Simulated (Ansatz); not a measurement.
# Ga₂H₄O: a ladder of functionals and wavefunction methods

Aim: compute Ga₂H₄O with functionals from several rungs and with coupled cluster, and see how far each lands from CCSD(T) at the basis-set limit for the atomisation energy.

Computed with Ansatz 0.2.0, Gaussian basis. Level: functionals in def2-TZVPP, the program's frozen cores in correlated methods.

The runs, in order: LDA (SPW92), PBE-D4, revPBE-D4, BLYP-D4, r2SCAN-D4, B97M-V, PBE0-D4, B3LYP-D4, r2SCANh-D4, r2SCAN0-D4, HSE06-D4, BHLYP-D4, CAM-B3LYP-D4, LC-ωPBE, ωB97X-V, ωB97M-V, B2PLYP, PBE-QIDH; CCSD(T)/def2-SVP; CCSD(T)/def2-TZVPP; MP2/def2-QZVPP; extrapolation to the limit; RPA on PBE.

### 1 The relaxed structure

The geometry comes from an earlier relaxation with PBE0-D4 in a triple-zeta def2 set; it is a stationary point, not always the lowest conformer.

SMILES `[OH][GaH][GaH2]`, 7 atoms, charge 0, spin multiplicity 1.

Atoms are counted from 1 here; the program's logs count them from 0.

Bond lengths: O1–Ga2 1.800 Å, O1–H4 0.960 Å, Ga2–Ga3 2.462 Å, Ga2–H5 1.580 Å, Ga3–H6 1.575 Å, Ga3–H7 1.575 Å. Angles: Ga2–O1–H4 113.9°, O1–Ga2–Ga3 112.4°, O1–Ga2–H5 114.6°, Ga3–Ga2–H5 133.0°, Ga2–Ga3–H6 121.5°, Ga2–Ga3–H7 121.6°, H6–Ga3–H7 116.9°.

### 2 LDA

This LDA is Slater exchange with PW92 correlation.

Input file in.yaml:

```yaml
crystal:
  periodic: [false, false, false]
  atoms:
    - {symbol: O, position_ang: [-1.816238, -0.845654, -0.177444]}
    - {symbol: Ga, position_ang: [-0.505853, 0.303095, -0.628862]}
    - {symbol: Ga, position_ang: [1.479916, 0.072921, 0.807388]}
    - {symbol: H, position_ang: [-2.602321, -0.773548, -0.723106]}
    - {symbol: H, position_ang: [-0.848481, 1.245356, -1.849469]}
    - {symbol: H, position_ang: [2.653657, -0.910145, 0.438389]}
    - {symbol: H, position_ang: [1.639330, 0.907985, 2.133114]}
basis:
  gaussian: {orbitals: def2-TZVPP}
hamiltonian: {xc: lda}
output: {orbitals: {seedname: orbitals}}
```

The run is started by

```console
> ansatz run in.yaml --threads 2 --pin off --events-out ev --progress --plain --max-ram 4352MiB
```

The runs that follow: PBE-D4 (GGA); revPBE-D4 (GGA); BLYP-D4 (GGA); r2SCAN-D4 (meta-GGA); B97M-V (meta-GGA); PBE0-D4 (hybrid); B3LYP-D4 (hybrid); r2SCANh-D4 (hybrid); r2SCAN0-D4 (hybrid); HSE06-D4 (hybrid); BHLYP-D4 (hybrid); CAM-B3LYP-D4 (range-separated); LC-ωPBE (range-separated); ωB97X-V (range-separated); ωB97M-V (range-separated); B2PLYP (double hybrid); PBE-QIDH (double hybrid); CCSD(T) in def2-SVP; CCSD(T) in def2-TZVPP; MP2 in def2-QZVPP; RPA on PBE orbitals.

**Question.** What will the summary of the whole plan be? Wanted: atomisation energy, CCSD(T)/CBS; farthest beyond LDA; mean size of error, GGA; mean size of error, meta-GGA; mean size of error, hybrid; mean size of error, range-separated; mean size of error, double hybrid; gap, smallest and largest; T1 diagnostic.

As calculated:

```
                               quantity                                     value
        atomisation energy, CCSD(T)/CBS                             1811.6 kJ/mol
 functionals within 18.1 kJ/mol (1.0 %)                r2SCAN-D4, B97M-V, ωB97X-V
                    farthest beyond LDA                   BHLYP-D4 (-90.6 kJ/mol)
                mean size of error, GGA                               55.1 kJ/mol
           mean size of error, meta-GGA                                6.2 kJ/mol
             mean size of error, hybrid                               53.0 kJ/mol
    mean size of error, range-separated                               20.3 kJ/mol
      mean size of error, double hybrid                               43.3 kJ/mol
              gap, smallest and largest  3.12 eV (LDA (SPW92)), 9.74 eV (LC-ωPBE)
                          T1 diagnostic                                    0.0148
triples share of the correlation energy                                     3.7 %
```

The LDA atomisation energy is off by 239.4 kJ/mol (13 %): it overbinds. PBE-D4 is off by -29.1 kJ/mol. Double hybrids carry the basis error of their MP2 part in triple zeta, and no dispersion term here, so their miss is partly the set-up's. By mean error the best rung here is meta-GGA (6.2 kJ/mol) and the worst beyond LDA is GGA (55.1 kJ/mol). Misses under about 18.1 kJ/mol are within the doubt on the reference itself, which lacks core-valence correlation, relativity and higher excitations, and its outer-core shells are covered unevenly. Hartree-Fock recovers 69 % of the binding; the rest is correlation. CCSD(T) in def2-SVP is off by -131.5 kJ/mol, worse than the median functional, from the basis alone. Orbital gaps span 3.1 to 9.7 eV; exact exchange widens them. Correlated methods include outer-core shells of Ga, which these sets cover unevenly.
